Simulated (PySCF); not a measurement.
# C2H4ClN3Si: the cost of one run

Computed with PySCF 2.14.0, with density-fitted response routines of our own, on a single molecule in the gas phase. Atoms are numbered from 0 throughout.

## 1. Starting geometry

11 atoms, charge 0, multiplicity 1; geometry from: GFN2-xTB. The atoms were then displaced at random by about 0.01 Å, so the start is not that level's minimum.

Bonds of the start (Å): Si0–C1 1.85, C1–N2 1.31, N2–C3 1.39, C3–Cl4 1.65, C3–N5 1.32, N5–N6 1.32, N6–C1 1.36, Si0–H7 1.45, Si0–H8 1.48, Si0–H9 1.48, N6–H10 1.02.

## 2. Geometry optimisation at PBE0-D3(BJ)/def2-SVP

The job: settings as JSON, then the geometry in Å.

```
{"job": {"xc": "PBE0", "basis": "def2-SVP", "d3": "d3bj", "grid": 1, "shake": 0.01, "kind": "geom"}, "charge": 0, "multiplicity": 1}
Si    -1.874230     0.254740    -0.365590
C     -0.063840     0.026330    -0.062500
N      0.874350     0.356850    -0.921340
C      2.064540     0.009680    -0.291640
Cl     3.551560     0.216100    -0.977920
N      1.845950    -0.517110     0.903270
N      0.528320    -0.503270     1.037730
H     -2.261340    -0.491480    -1.548820
H     -2.556190    -0.223880     0.858470
H     -2.150060     1.704210    -0.533000
H      0.079050    -0.858000     1.885680
```

The run is started by

```console
> OMP_NUM_THREADS=1 python probes_run.py task.json out
```

One launch serves the whole session: the jobs run in the order shown.

Q: Estimate the wall time and peak memory of this first job on 1 thread of Arm Neoverse V1, shared host.

About 64 s, with a peak of 0.52 GiB.
